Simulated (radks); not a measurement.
# Rb⁺ in [Kr]: an all-electron calculation

One table from this session's results is given with a row withheld; the runs are named, their logs left out.

The numbers are computed with radks (a radial shooting solver on a logarithmic mesh, Libxc functionals) version 1 (scalar-relativistic Kohn-Sham, LDA (Slater exchange, Perdew-Wang correlation), spin-polarised, spherical densities, finite nucleus), except any that are marked as measured or tabulated.

## The atom as given

* element: rubidium (Z = 37)
* charge: +1
* electrons: 36
* configuration: [Kr]
* nuclear rms radius: 4.2036 fm

The outer shells:

Rb⁺
```
[Ar] core
3d [↑↓][↑↓][↑↓][↑↓][↑↓]
4s [↑↓]
4p [↑↓][↑↓][↑↓]
```

Set-up of the first run:

The run's settings:

```text
Z 37
configuration [Kr]
relativity scalar-relativistic
functional lda,pw
spin polarised
nucleus finite rms 4.2036 fm
c 137.035999084
```

One of the session's tables, all rows but one given; the rest of the session is left out.

It belongs to the step «Shells». From the orbitals of this run (lengths in bohr):

| level | <r> | outermost maximum (interpolated) | 90 % within | nodes |
| --- | --- | --- | --- | --- |
| 1s | 0.04034 | 0.0263 | 0.0722 | 0 |
| 2s | ? | ? | ? | ? |
| 2p | 0.1552 | 0.120 | 0.253 | 0 |
| 3s | 0.5116 | 0.451 | 0.760 | 2 |
| 3p | 0.5195 | 0.447 | 0.791 | 1 |
| 3d | 0.5257 | 0.392 | 0.857 | 0 |
| 4s | 1.451 | 1.26 | 2.14 | 3 |
| 4p | 1.713 | 1.42 | 2.60 | 2 |

Estimate the missing values for 2s.

As computed: <r>: 0.1781; outermost maximum (interpolated): 0.150; 90 % within: 0.275; nodes: 1. In the column «<r>» it lies between 2p (0.1552) and 3s (0.5116).
